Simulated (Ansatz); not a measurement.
# CH9BSSi2: up Jacob's ladder to CCSD(T)

An exercise on one series of results from a longer session: the logs are not shown, and one member is left open.

Program: Ansatz 0.2.0, Gaussian basis. Level of theory: functionals in def2-TZVPP, the program's frozen cores in correlated methods. These are calculated values, not measurements.

The runs, in order: PBE-D4, r2SCAN-D4, PBE0-D4, B3LYP-D4, ωB97X-V, ωB97M-V, B2PLYP; CCSD(T)/def2-TZVPP; MP2/def2-QZVPP; extrapolation to the limit.

### Structure used throughout

An earlier PBE0-D4 in a triple-zeta def2 set relaxation fixed the geometry.

SMILES `BS[SiH2][SiH2]C`, 14 atoms, charge 0, spin multiplicity 1.

Atoms are counted from 1 here; the program's logs count them from 0.

Bond lengths: B1–S2 1.773 Å, B1–H6 1.193 Å, B1–H7 1.194 Å, S2–Si3 2.170 Å, Si3–Si4 2.339 Å, Si3–H8 1.489 Å, Si3–H9 1.486 Å, Si4–C5 1.874 Å, Si4–H10 1.491 Å, Si4–H11 1.489 Å, C5–H12 1.092 Å, C5–H13 1.092 Å, C5–H14 1.092 Å. Angles: S2–B1–H6 116.8°, S2–B1–H7 121.5°, H6–B1–H7 121.7°, B1–S2–Si3 100.6°, S2–Si3–Si4 109.0°, S2–Si3–H8 105.3°, S2–Si3–H9 108.9°, Si4–Si3–H8 111.3°, Si4–Si3–H9 113.5°, H8–Si3–H9 108.5°, Si3–Si4–C5 109.9°, Si3–Si4–H10 109.2°, Si3–Si4–H11 108.0°, C5–Si4–H10 111.0°, C5–Si4–H11 110.7°, H10–Si4–H11 108.0°, Si4–C5–H12 110.7°, Si4–C5–H13 110.9° and more.

Set-up of the first run:

The input, in.yaml:

```yaml
crystal:
  periodic: [false, false, false]
  atoms:
    - {symbol: B, position_ang: [-2.034879, 0.462080, 1.800230]}
    - {symbol: S, position_ang: [-0.319485, 0.411057, 2.244810]}
    - {symbol: Si, position_ang: [0.379398, -1.193597, 0.962429]}
    - {symbol: Si, position_ang: [0.314962, -0.472685, -1.262060]}
    - {symbol: C, position_ang: [1.289143, 1.117404, -1.447167]}
    - {symbol: H, position_ang: [-2.709501, 1.274481, 2.354443]}
    - {symbol: H, position_ang: [-2.491495, -0.284739, 0.987863]}
    - {symbol: H, position_ang: [1.775404, -1.466712, 1.401494]}
    - {symbol: H, position_ang: [-0.441208, -2.406373, 1.216468]}
    - {symbol: H, position_ang: [0.869496, -1.542870, -2.139656]}
    - {symbol: H, position_ang: [-1.110968, -0.262971, -1.637300]}
    - {symbol: H, position_ang: [1.234540, 1.486591, -2.473555]}
    - {symbol: H, position_ang: [2.340348, 0.961149, -1.195684]}
    - {symbol: H, position_ang: [0.891247, 1.888085, -0.783419]}
basis:
  gaussian: {orbitals: def2-TZVPP}
hamiltonian: {xc: pbe, dispersion: d4}
output: {forces: true, orbitals: {seedname: orbitals}}
```

The run is started by

```console
ansatz run in.yaml --threads 4 --pin off --events-out ev --progress --plain --max-ram 10444MiB
```

Steps of the session up to this table: PBE-D4 (GGA); r2SCAN-D4 (meta-GGA); PBE0-D4 (hybrid); B3LYP-D4 (hybrid); ωB97X-V (range-separated); ωB97M-V (range-separated); B2PLYP (double hybrid); CCSD(T) in def2-TZVPP; MP2 in def2-QZVPP.

One table of the session follows, with a row left open; its other results are not shown here.

```
            method  atomisation energy (eV)
            PBE-D4                   48.497
         r2SCAN-D4                   48.578
           PBE0-D4                   48.282
          B3LYP-D4                   48.378
           ωB97X-V                   48.682
           ωB97M-V                   48.508
            B2PLYP                   47.696
     HF/def2-TZVPP                        ?
    MP2/def2-TZVPP                   47.230
   CCSD/def2-TZVPP                   46.606
CCSD(T)/def2-TZVPP                   47.140
           MP2/CBS                   48.382
       CCSD(T)/CBS                   48.292
```

Estimate the missing values for HF/def2-TZVPP.

The run gave: atomisation energy (eV): 37.131. In the column «atomisation energy (eV)» it is the lowest.
